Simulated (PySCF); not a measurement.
# C₅H₇BrO: magnetic properties

Wanted: magnetic properties for C₅H₇BrO (`CC/C=C/C(=O)Br`).

Programs: PySCF 2.14.0, with routines of our own; each step states its level. All values are computed. Atoms count from 0.

## (1) The system as given

14 atoms, charge 0, multiplicity 1; geometry from: GFN2-xTB.

## (2) Magnetic properties: GIAO CAM-B3LYP/pcSseg-1

Job settings and geometry (Å):

```
{"job": {"kind": "mag", "xc": "CAM-B3LYP", "basis": "pcSseg-1", "isotopologues": 2}, "charge": 0, "multiplicity": 1}
C     -2.095700     0.412571    -0.370303
C     -1.109704    -0.563935     0.275806
C      0.219467     0.072049     0.452787
C      1.356258    -0.373169    -0.093425
C      2.598659     0.332897     0.121916
O      2.831927     1.308156     0.752882
Br     4.099292    -0.545129    -0.842850
H     -2.193203     1.313803     0.229549
H     -3.074144    -0.050959    -0.460176
H     -1.752643     0.693154    -1.362879
H     -1.021980    -1.464844    -0.333044
H     -1.492574    -0.847338     1.260407
H      0.245670     0.972535     1.054849
H      1.387997    -1.260264    -0.707683
```

Level: GIAO CAM-B3LYP/pcSseg-1 magnetisability, rotational g tensor and spin-rotation constants, non-relativistic, gas phase.

On the command line:

```
$ OMP_NUM_THREADS=1 python excited_run.py task.json out
```

One launch serves the whole session: the jobs run in the order shown.

The log of the run:

```text
coarse grid: 55720 points
cycle   1  E = -2843.6447349954  dE = -1.138e-01  |g| = 1.091e+00  |ddm| = 3.420e+00
cycle   2  E = -2843.3148543793  dE =  3.299e-01  |g| = 1.668e+00  |ddm| = 1.863e+00
cycle   3  E = -2843.7924912861  dE = -4.776e-01  |g| = 2.707e-01  |ddm| = 1.425e+00
cycle   4  E = -2843.8049771049  dE = -1.249e-02  |g| = 6.627e-02  |ddm| = 2.606e-01
cycle   5  E = -2843.8058934444  dE = -9.163e-04  |g| = 1.992e-02  |ddm| = 7.446e-02
cycle   6  E = -2843.8059860257  dE = -9.258e-05  |g| = 6.113e-03  |ddm| = 2.220e-02
cycle   7  E = -2843.8059955276  dE = -9.502e-06  |g| = 2.281e-03  |ddm| = 9.773e-03
final grid: 117928 points
cycle   8  E = -2843.8059864292  dE = -3.830e-07  |g| = 2.916e-03  |ddm| = 5.007e-03
cycle   9  E = -2843.8059846211  dE =  1.808e-06  |g| = 4.219e-03  |ddm| = 5.360e-03
cycle  10  E = -2843.8059884548  dE = -3.834e-06  |g| = 3.949e-04  |ddm| = 3.011e-03
cycle  11  E = -2843.8059884902  dE = -3.539e-08  |g| = 1.536e-04  |ddm| = 3.687e-04
cycle  12  E = -2843.8059885032  dE = -1.297e-08  |g| = 6.726e-05  |ddm| = 4.828e-04
cycle  13  E = -2843.8059885045  dE = -1.338e-09  |g| = 5.924e-06  |ddm| = 9.592e-05
cycle  14  E = -2843.8059885045  dE = -1.182e-11  |g| = 1.537e-06  |ddm| = 1.214e-05
converged SCF energy = -2843.8059885045

Magnetisability tensor (1e-30 J/T^2)
    -1278.49       74.07       16.95
       74.07    -1158.95      119.42
       16.95      119.42    -1260.17
isotropic -1232.54   principal values   -1352.25  -1288.58  -1056.78
isotropic susceptibility -74.225 1e-6 cm^3/mol

Inertial axes            a          b          c
rot. const./GHz      5.0095     0.6075     0.5620
chi total           -77.811    -64.106    -80.758
chi diamagnetic    -341.335  -2001.930  -2148.654
chi paramagnetic    263.524   1937.824   2067.895
quadrupole/D A        9.834     -6.768     -3.066
g nuclear            0.5666     0.5454     0.5428
g electronic        -0.6202    -0.5531    -0.5460
g total             -0.0536    -0.0076    -0.0032

Spin-rotation constants (kHz, H = +C I.J)
atom  isotope        aa         bb         cc
  6   79Br        5.462      1.923      1.863
  7     1H       -0.494      0.005     -0.065
  8     1H       -0.078     -0.046     -0.062
  9     1H       -0.439     -0.066     -0.007
 10     1H       -0.512      0.019     -0.067
 11     1H       -0.362     -0.062     -0.007
 12     1H       -0.439      0.062     -0.068
 13     1H       -0.503      0.062     -0.069
  0    13C*       0.683      0.087      0.077
  1    13C*       0.864      0.097      0.090
  2    13C*       2.172      0.329      0.084
  3    13C*       1.517      0.274      0.128
  4    13C*       2.720      0.202      0.179
  5    17O*      -2.886     -0.535     -0.080
* in the singly substituted isotopologue

Isotopologues: g along a, b, c
2H    at 7,8,9,10,11,12    -0.0472    -0.0071    -0.0032
13C   at 0                 -0.0532    -0.0075    -0.0032
```

Wall time 51 s (1 thread of Arm Neoverse V1, shared host); peak memory 0.9 GiB.

Key values:

```
              quantity                      value
       magnetisability           -1233·10⁻³⁰ J/T²
  molar susceptibility         -74.2·10⁻⁶ cm³/mol
rotational g (a, b, c)  -0.0536, -0.0076, -0.0032
```

Orbitals, density, ELF and potential are computed afterwards from the orbital file.

Frontier orbitals at CAM-B3LYP/pcSseg-1, with the share of their density that lies nearest to each atom:

```
orbital  energy (eV)                                   lies on
   HOMO        -9.29                         Br6 69 %; O5 24 %
   LUMO        -1.05  C2, C4 about 26 % each; O5 17 %; C3 11 %
```

ELF in a plane through or near 6 of the atoms.

Ten even steps from ' ' (0.00) to '@' (1.00):
```
                                                        
                                                        
                                                        
            ..------..                                  
          ..++##%%##==    ==..    ==##++..              
          --##@@%%%%**  ==@@**  ..@@@@@@++              
          ::####--%%==  ##@@%%  --@@@@@@**              
      ..    ::##%%**..  **%%##  ::@@@@@@--              
    ::++==..  ++::--==::++++++::--**##**--::            
    ++##%%**==**::**%%==%%--**++##**::%%@@@@==          
  ..**%%%%++++##**%%==**%%**##**%%%%**@@@@@@##          
  ..++%%++::::**::==++::++----++****==@@@@@@##          
    ==##**::--**..==@@@@**  --%%%%--  **@@@@::          
    --**%%##%%##..++@@@@%%  **@@@@++    ::..            
    ..--##%%%%**..::@@@@##  **@@@@**                    
      ..==****==    ##@@::  ::%%%%==                    
        ..::--..      ..      ....                      
                                                        
                                                        
                                                        
```
The map spans 13.4 Å across and 8.3 Å up, centred on the molecule. Atoms in the plane (x, y in Å): C3 (-1.4, -0.4), C4 (-2.6, 0.4), O5 (-2.8, 1.5), H7 (2.2, 1.3), H8 (3.1, -0.3), H13 (-1.4, -1.4).

log10 of the density (e/Å³) in the same plane.

Ten even steps from ' ' (-4.0) to '@' (1.4):
```
                                                        
              ....                                      
          ..::------::..            ..                  
        ..::--==++==--::::::::....::::::..              
        ::--++****++++--------------==--::..            
        --==**##%%##++====++======++++====::..          
    ..::--==**%%@@##**==++**++==++****++==--..          
    ::--====**##%%##**++******++++**##**++--::..        
  ::--==++++++##%%##****####******####**++==--..        
..::==++******##%%%%##########**########**++--::        
..--==++##############@@##################++==::        
..--++**##%%%%******##%%##****######******++--::        
..--==**##%%##**++**####**++********++++++==--..        
..::==++**####**++++####**==++****++====----::          
  ::--==++****++==++++**++==++++++==--::::..            
  ..::--========----======----====--::....              
    ..::--------::::::--::::::----::..                  
      ..::::::......................                    
                                                        
                                                        
```
The map spans 13.4 Å across and 8.3 Å up, centred on the molecule. Atoms in the plane (x, y in Å): C3 (-1.4, -0.4), C4 (-2.6, 0.4), O5 (-2.8, 1.5), H7 (2.2, 1.3), H8 (3.1, -0.3), H13 (-1.4, -1.4).

On the surface of density 0.002 e/bohr³ the electrostatic potential runs, from the 1st to the 99th percentile, from -1.38 V near O5 to 1.17 V near H12.

## (3) Magnetic properties: GIAO OLYP/def2-SVP in dimethylsulfoxide

The job, as its differences from that of step 2:

```diff
@@ -1,2 +1,2 @@
-{"job": {"kind": "mag", "xc": "CAM-B3LYP", "basis": "pcSseg-1", "isotopologues": 2}, "charge": 0, "multiplicity": 1}
+{"job": {"kind": "mag", "xc": "OLYP", "basis": "def2-SVP", "solvent": "dimethylsulfoxide"}, "charge": 0, "multiplicity": 1}
 C     -2.095700     0.412571    -0.370303
```

Method: GIAO OLYP/def2-SVP magnetisability, non-relativistic, IEF-PCM dimethylsulfoxide.

The log of the run:

```text
coarse grid: 55720 points
cycle   1  E = -2844.0862130601  dE = -3.640e-01  |g| = 8.667e-01  |ddm| = 4.096e+00
cycle   2  E = -2842.8914981265  dE =  1.195e+00  |g| = 2.435e+00  |ddm| = 3.017e+00
cycle   3  E = -2844.2105215014  dE = -1.319e+00  |g| = 3.772e-01  |ddm| = 2.590e+00
cycle   4  E = -2844.2429172488  dE = -3.240e-02  |g| = 1.428e-01  |ddm| = 5.760e-01
cycle   5  E = -2844.2461479490  dE = -3.231e-03  |g| = 8.421e-02  |ddm| = 2.238e-01
cycle   6  E = -2844.2480726218  dE = -1.925e-03  |g| = 2.286e-02  |ddm| = 1.089e-01
cycle   7  E = -2844.2482093408  dE = -1.367e-04  |g| = 6.063e-03  |ddm| = 2.578e-02
cycle   8  E = -2844.2482175651  dE = -8.224e-06  |g| = 1.479e-03  |ddm| = 7.630e-03
final grid: 117928 points
cycle   9  E = -2844.2482717555  dE =  1.739e-06  |g| = 3.096e-03  |ddm| = 6.173e-03
cycle  10  E = -2844.2482624000  dE =  9.356e-06  |g| = 7.006e-03  |ddm| = 1.035e-02
cycle  11  E = -2844.2482738444  dE = -1.144e-05  |g| = 1.220e-03  |ddm| = 7.066e-03
cycle  12  E = -2844.2482742020  dE = -3.576e-07  |g| = 8.810e-05  |ddm| = 1.463e-03
cycle  13  E = -2844.2482742037  dE = -1.716e-09  |g| = 2.772e-05  |ddm| = 9.784e-05
cycle  14  E = -2844.2482742039  dE = -2.010e-10  |g| = 8.728e-06  |ddm| = 3.397e-05
converged SCF energy = -2844.2482742039

Magnetisability tensor (1e-30 J/T^2)
    -1232.12       68.66       14.11
       68.66    -1135.58      115.48
       14.11      115.48    -1234.29
isotropic -1200.66   principal values   -1319.99  -1244.67  -1037.32
isotropic susceptibility -72.305 1e-6 cm^3/mol

Inertial axes            a          b          c
rot. const./GHz      5.0095     0.6075     0.5620
chi total           -74.956    -62.947    -79.014
chi diamagnetic    -338.706  -1998.392  -2145.267
chi paramagnetic    263.750   1935.445   2066.253
quadrupole/D A       10.777     -7.368     -3.409
```

Wall time 20 s (1 thread of Arm Neoverse V1, shared host); peak memory 0.71 GiB.

In short:

```
            quantity               value
     magnetisability    -1201·10⁻³⁰ J/T²
molar susceptibility  -72.3·10⁻⁶ cm³/mol
```

## (4) Results

```
                                                quantity                      value
       magnetisability (step 2, GIAO CAM-B3LYP/pcSseg-1)           -1233·10⁻³⁰ J/T²
  molar susceptibility (step 2, GIAO CAM-B3LYP/pcSseg-1)         -74.2·10⁻⁶ cm³/mol
rotational g (a, b, c) (step 2, GIAO CAM-B3LYP/pcSseg-1)  -0.0536, -0.0076, -0.0032
                   surface potential, 1st and 99th percentile         -1.38 V and 1.17 V
```

What this shows: Steps that list no spin-orbit terms leave them out, which matters at and beside the heavy atoms. By nearest atom (CAM-B3LYP/pcSseg-1), the HOMO sits on Br6 69 %; O5 24 % and the LUMO on C2, C4 about 26 % each; O5 17 %. Vibrational averaging and real surroundings are missing from these values.
